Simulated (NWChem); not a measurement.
# One shape, several levels: C2H7BFN (SMILES CN(C)BF)

We compute a comparison of 3 runs (HF/STO-3G, HF/3-21G, B3LYP/6-31G*) of C2H7BFN. 

The results are computed with NWChem 7.3.0.

### 1 The structure to begin with

C2H7BFN has 12 atoms, charge 0, and is taken as a singlet. As SMILES, `CN(C)BF`. Geometry: relaxed at PBE0-D4/def2-TZVP. This is one conformer, not always the lowest.

Bond lengths: C1–N2 1.441 Å, N2–C3 1.444 Å, N2–B4 1.390 Å, B4–F5 1.341 Å, C1–H6 1.096 Å, C1–H7 1.090 Å, C1–H8 1.096 Å, C3–H9 1.096 Å, C3–H10 1.096 Å, C3–H11 1.089 Å, B4–H12 1.197 Å. Some angles: C1–N2–C3 114.5°, C1–N2–B4 122.2°, C3–N2–B4 123.3°, N2–B4–F5 120.0°, N2–C1–H6 111.0°, N2–C1–H7 109.9°, N2–C1–H8 111.0°, N2–C3–H9 110.8°, N2–C3–H10 110.8°, N2–C3–H11 110.1°.

### 2 Energy and forces at HF/STO-3G (run 1)

c2h7bfn.nw

```
start c2h7bfn
memory total 2200 mb

geometry units atomic noautosym nocenter noautoz
  C  -1.48872624  2.05696689  0.34846550
  N   0.28175817  0.05007774 -0.15911494
  C  -0.45126660 -2.38332259  0.83374717
  B   2.50615479  0.45221146 -1.49874179
  F   4.09446959 -1.47644302 -1.92355222
  H  -1.74875256  2.32133957  2.38672410
  H  -0.79935415  3.82234903 -0.45693578
  H  -3.34330346  1.63839255 -0.47432126
  H  -0.66234901 -2.30489895  2.89260378
  H  -2.26426984 -2.98822392  0.03609377
  H   0.97415382 -3.79286930  0.37170913
  H   3.04661646  2.50029664 -2.29242676
end

basis spherical bse
  * library STO-3G
end

scf
  singlet
  rhf
  thresh 1e-08
  maxiter 80
  print low
end

task scf gradient
```

On the command line:

```sh
$ nwchem c2h7bfn.nw > c2h7bfn.out
```

The program printed:

```text
[...]
  functions       =    32
[...]
  wavefunction    = RHF
[...]
         Total SCF energy =   -255.140278710978
      One-electron energy =   -697.687802680088
      Two-electron energy =    267.974343979405
 Nuclear repulsion energy =    174.573179989706
        Time for solution =      6.2s
[...]
                         RHF ENERGY GRADIENTS
    atom               coordinates                        gradient
                 x          y          z           x          y          z
   1 C      -1.488726   2.056967   0.348466    0.020483  -0.019451  -0.006847
   2 N       0.281758   0.050078  -0.159115   -0.022109  -0.006940   0.014059
   3 C      -0.451267  -2.383323   0.833747    0.010326   0.021814  -0.011105
   4 B       2.506155   0.452211  -1.498742   -0.030883   0.005923   0.015847
   5 F       4.094470  -1.476443  -1.923552    0.018195  -0.020395  -0.005271
   6 H      -1.748753   2.321340   2.386724    0.000234  -0.000439   0.003087
   7 H      -0.799354   3.822349  -0.456936    0.001322   0.001648  -0.001111
   8 H      -3.343303   1.638393  -0.474321   -0.002261  -0.001525  -0.001445
   9 H      -0.662349  -2.304899   2.892604   -0.000356   0.001504   0.002872
  10 H      -2.264270  -2.988224   0.036094   -0.002813   0.000439  -0.001502
  11 H       0.974154  -3.792869   0.371709    0.000107  -0.000751   0.000123
[...]
```

It took 8.7 s on 1 thread of AMD EPYC 7R43 (Zen 3), shared host; peak memory 0.096 GiB.

### 3 Energy and gradient at HF/3-21G (run 2)

run.py

```python
from ase import Atoms
from ase.calculators.nwchem import NWChem

mol = Atoms(['C', 'N', 'C', 'B', 'F', 'H', 'H', 'H', 'H', 'H', 'H', 'H'], positions=[
    [-0.787800, 1.088500, 0.184400],
    [0.149100, 0.026500, -0.084200],
    [-0.238800, -1.261200, 0.441200],
    [1.326200, 0.239300, -0.793100],
    [2.166700, -0.781300, -1.017900],
    [-0.925400, 1.228400, 1.263000],
    [-0.423000, 2.022700, -0.241800],
    [-1.769200, 0.867000, -0.251000],
    [-0.350500, -1.219700, 1.530700],
    [-1.198200, -1.581300, 0.019100],
    [0.515500, -2.007100, 0.196700],
    [1.612200, 1.323100, -1.213100],
])

calc = NWChem(
    label='c2h7bfn',
    theory='scf',
    memory='2200 mb',
    basis='3-21G',
    basispar='spherical bse',
    scf={'nopen': '0', 'rhf': None, 'thresh': '1e-08', 'maxiter': '80'},
)
mol.calc = calc

forces = mol.get_forces()
print(f"energy = {mol.get_potential_energy():.6f} eV")
print("forces (eV/A):")
for s, f in zip(mol.symbols, forces):
    print(f"{s:2s} {f[0]:10.5f} {f[1]:10.5f} {f[2]:10.5f}")
print("dipole (e A):", mol.get_dipole_moment().round(4))
```

On the command line:

```sh
$ export ASE_NWCHEM_COMMAND="nwchem PREFIX.nwi > PREFIX.nwo"
$ python run.py
```

The program printed:

```text
energy = -6995.327701 eV
forces (eV/A):
C    -0.72515    0.84029    0.20636
N     0.22857    0.10022   -0.15396
C    -0.30102   -1.05143    0.42433
B    -0.11807    1.06706   -0.19016
F     0.68001   -0.75246   -0.19962
H     0.04587   -0.03744   -0.33568
H    -0.15622   -0.24708    0.14527
H     0.30447    0.07374    0.13046
H     0.04515   -0.01373   -0.32684
H     0.29362    0.09282    0.11539
H    -0.23916    0.22806    0.07950
H    -0.05806   -0.30000    0.10490
dipole (e A): [-0.4647  0.1102  0.2331]
```

The calculator wrote c2h7bfn.nwi:

```
title "c2h7bfn"

permanent_dir c2h7bfn

scratch_dir c2h7bfn

start c2h7bfn

geometry units angstrom nocenter noautosym noautoz
  C  -7.8779999999999994e-01 1.0885000000000000e+00 1.8440000000000001e-01
  N  1.4910000000000001e-01 2.6499999999999999e-02 -8.4199999999999997e-02
  C  -2.3880000000000001e-01 -1.2612000000000001e+00 4.4119999999999998e-01
  B  1.3262000000000000e+00 2.3930000000000001e-01 -7.9310000000000003e-01
  F  2.1667000000000001e+00 -7.8129999999999999e-01 -1.0179000000000000e+00
  H  -9.2540000000000000e-01 1.2283999999999999e+00 1.2629999999999999e+00
  H  -4.2299999999999999e-01 2.0226999999999999e+00 -2.4179999999999999e-01
  H  -1.7692000000000001e+00 8.6699999999999999e-01 -2.5100000000000000e-01
  H  -3.5049999999999998e-01 -1.2197000000000000e+00 1.5306999999999999e+00
  H  -1.1981999999999999e+00 -1.5812999999999999e+00 1.9099999999999999e-02
  H  5.1549999999999996e-01 -2.0070999999999999e+00 1.9670000000000001e-01
  H  1.6122000000000001e+00 1.3230999999999999e+00 -1.2131000000000001e+00
end

memory 2200 mb

basis spherical bse noprint
   * library 3-21G
end

scf
  nopen 0
  rhf
  thresh 1e-08
  maxiter 80
end

task scf gradient
```

c2h7bfn.nwo:

```text
Northwest Computational Chemistry Package (NWChem) 7.3.0
             --------------------------------------------------------

           Job information
           ---------------

    nwchem branch   = 7.3.0
    use scalapack   = T
    input           = c2h7bfn.nwi
    prefix          = c2h7bfn.
    data base       = c2h7bfn/c2h7bfn.db
    status          = startup
    nproc           =        1

           Memory information
           ------------------

[... 5 lines left out ...]
    hardfail = no
[... 143 lines left out ...]
         Quadratically convergent ROHF
[... 15 lines left out ...]
       Final RHF  results
[... 4 lines left out ...]
      Two-electron energy =    266.186311920583
[... 39 lines left out ...]
                       ROHF Final Molecular Orbital Analysis
[... 253 lines left out ...]
                 ----------------------------------------
                 |  Time  |  1-e(secs)   |  2-e(secs)   |
                 ----------------------------------------
                 |  CPU   |       0.01   |       1.95   |
                 ----------------------------------------
                 |  WALL  |       0.01   |       1.95   |
                 ----------------------------------------

 Task  times  cpu:        9.2s     wall:        9.2s
 Total times  cpu:        9.3s     wall:        9.3s
```

It took 12 s on 1 thread of AMD EPYC 7R43 (Zen 3), shared host; peak memory 0.094 GiB.

### 4 Energy and gradient at B3LYP/6-31G(d) (Cartesian functions) (run 3)

Changes to run.py since step 3:

```diff
@@ -20,7 +20,6 @@
     label='c2h7bfn',
-    theory='scf',
+    theory='dft',
     memory='2200 mb',
-    basis='3-21G',
-    basispar='spherical bse',
-    scf={'nopen': '0', 'rhf': None, 'thresh': '1e-08', 'maxiter': '80'},
+    basis='6-31G*',
+    dft={'xc': 'b3lyp', 'mult': '1', 'grid': 'xfine', 'convergence': 'energy 1e-08', 'iterations': '100', 'mulliken': None},
 )
@@ -29,3 +28,3 @@
 forces = mol.get_forces()
-print(f"energy = {mol.get_potential_energy():.6f} eV")
+print("Total energy (eV):", round(mol.get_potential_energy(), 6))
 print("forces (eV/A):")
```

On the command line:

```sh
$ export ASE_NWCHEM_COMMAND="nwchem PREFIX.nwi > PREFIX.nwo"
$ python run.py
```

The program printed:

```text
Total energy (eV): -7073.999089
forces (eV/A):
C    -0.14825    0.21098    0.03476
N     0.07981    0.05708   -0.06011
C    -0.04217   -0.25521    0.08829
B     0.17319    0.17484   -0.13884
F     0.16213   -0.15982   -0.05240
H    -0.03816    0.03255    0.11637
H     0.01244    0.09333   -0.02993
H    -0.12357   -0.00350   -0.03450
H    -0.02401   -0.02047    0.12321
H    -0.11051   -0.05672   -0.03157
H     0.06433   -0.05924   -0.02196
H    -0.00525   -0.01378    0.00663
dipole (e A): [-0.4058  0.0449  0.2159]
```

The calculator wrote c2h7bfn.nwi:

```
title "c2h7bfn"

permanent_dir c2h7bfn

scratch_dir c2h7bfn

start c2h7bfn

geometry units angstrom nocenter noautosym noautoz
  C  -7.8779999999999994e-01 1.0885000000000000e+00 1.8440000000000001e-01
  N  1.4910000000000001e-01 2.6499999999999999e-02 -8.4199999999999997e-02
  C  -2.3880000000000001e-01 -1.2612000000000001e+00 4.4119999999999998e-01
  B  1.3262000000000000e+00 2.3930000000000001e-01 -7.9310000000000003e-01
  F  2.1667000000000001e+00 -7.8129999999999999e-01 -1.0179000000000000e+00
  H  -9.2540000000000000e-01 1.2283999999999999e+00 1.2629999999999999e+00
  H  -4.2299999999999999e-01 2.0226999999999999e+00 -2.4179999999999999e-01
  H  -1.7692000000000001e+00 8.6699999999999999e-01 -2.5100000000000000e-01
  H  -3.5049999999999998e-01 -1.2197000000000000e+00 1.5306999999999999e+00
  H  -1.1981999999999999e+00 -1.5812999999999999e+00 1.9099999999999999e-02
  H  5.1549999999999996e-01 -2.0070999999999999e+00 1.9670000000000001e-01
  H  1.6122000000000001e+00 1.3230999999999999e+00 -1.2131000000000001e+00
end

memory 2200 mb

basis noprint
   * library 6-31G*
end

dft
  xc b3lyp
  mult 1
  grid xfine
  convergence energy 1e-08
  iterations 100
  mulliken
end

task dft gradient
```

c2h7bfn.nwo:

```text
Northwest Computational Chemistry Package (NWChem) 7.3.0
             --------------------------------------------------------

           Job information
           ---------------

    nwchem branch   = 7.3.0
    use scalapack   = T
    input           = c2h7bfn.nwi
    prefix          = c2h7bfn.
    data base       = c2h7bfn/c2h7bfn.db
    status          = startup
    nproc           =        1

           Memory information
           ------------------

[... 5 lines left out ...]
    hardfail = no
[... 114 lines left out ...]
  convergence criterion.
[... 44 lines left out ...]
          Spatial weights used:  Erf1
[... 32 lines left out ...]
 1-e energy   =    -696.138367
[... 48 lines left out ...]
           Coulomb energy =      300.749507924956
[... 691 lines left out ...]
          Convergence on density requested:  1.00D-05
[... 30 lines left out ...]
          total energy or number of iterations.
[... 36 lines left out ...]
                 ----------------------------------------
                 |  Time  |  1-e(secs)   |  2-e(secs)   |
                 ----------------------------------------
                 |  CPU   |       0.01   |       6.41   |
                 ----------------------------------------
                 |  WALL  |       0.01   |       6.41   |
                 ----------------------------------------

 Task  times  cpu:      117.6s     wall:      117.6s
 Total times  cpu:      117.7s     wall:      117.7s
```

Wall time 2 min (1 thread of AMD EPYC 7R43 (Zen 3), shared host); peak memory 0.15 GiB.

### 5 The series

| run | level | Cartesian functions | iteration cap | energy (Eh) | largest force (eV/Å) | wall time |
| --- | --- | --- | --- | --- | --- | --- |
| 1 | HF/STO-3G | no | 80 | -255.140279 | 1.811 | 8.7 s |
| 2 | HF/3-21G | no | 80 | -257.073554 | 1.173 | 12 s |
| 3 | B3LYP/6-31G* (Cartesian functions) | yes | 100 | -259.964674 | 0.283 | 2 min |

### 6 Outcome

```
                       quantity          value
            run 3: total energy  -259.96467 Eh
           run 3: dipole moment         2.22 D
             run 3: HOMO energy       -6.80 eV
             run 3: LUMO energy        1.37 eV
           run 3: HOMO–LUMO gap        8.18 eV
run 3: largest force on an atom     0.283 eV/Å
```

**Reading.** In run 1 the basis is minimal, so the values are rough. All runs together took 2.3 min, the longest 2 min.
